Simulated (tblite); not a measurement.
# C5H13NP2: the cost of one run

Programs: tblite 0.8.0 and PySCF 2.14.0, with density-fitted response routines of our own. Each step states its level of theory. These are calculated values for one molecule, in the gas phase or a continuum, unless marked as measured. Atoms are numbered from 0 throughout.

## (1) The molecule as given

21 atoms, charge 0, multiplicity 1; geometry from: force field or distance geometry start.

Bonds of the start (Å): C0–N1 1.46, N1–P2 1.73, P2–C3 1.81, C3–C4 1.51, C4–P5 1.87, P5–C6 1.83, C6–C7 1.48, C7–P2 1.79, C0–H8 1.10, C0–H9 1.11, C0–H10 1.12, N1–H11 1.05, C3–H12 1.12, C3–H13 1.11, C4–H14 1.10, C4–H15 1.10, P5–H16 1.46, C6–H17 1.12, C6–H18 1.13, C7–H19 1.12, C7–H20 1.12.

## (2) Relaxing the molecule with GFN2-xTB

What the job is given:

```
{"job": {"kind": "relax", "xc": "GFN2-xTB", "basis": "xTB"}, "charge": 0, "multiplicity": 1}
C      2.952800    -0.708200     0.353800
N      2.292700     0.322500    -0.434400
P      0.567800     0.287000    -0.458100
C     -0.338700     1.795600    -0.028300
C     -1.541200     1.516600     0.847300
P     -2.585900     0.295500    -0.103500
C     -1.755600    -1.311100    -0.363800
C     -0.275700    -1.294200    -0.458000
H      2.338400    -1.609300     0.498500
H      3.858700    -1.003200    -0.207800
H      3.327600    -0.299200     1.322100
H      2.734800     1.232600    -0.165200
H      0.305600     2.490100     0.576000
H     -0.616200     2.370000    -0.936500
H     -1.213500     1.009000     1.770800
H     -2.147500     2.416000     1.045400
H     -3.749200     0.060100     0.750100
H     -2.188600    -1.775200    -1.292300
H     -2.074500    -1.992500     0.480000
H     -0.016300    -1.840100    -1.401000
H      0.115400    -1.945200     0.359200
```

On the command line:

```sh
> OMP_NUM_THREADS=1 python probes_run.py task.json out
```

This one command runs all jobs of the session in turn.

**Question.** How long does this first job take on 1 thread of Intel Xeon Platinum 8488C, shared host, and how much memory does it need?

About 1.3 s, with a peak of 0.18 GiB.
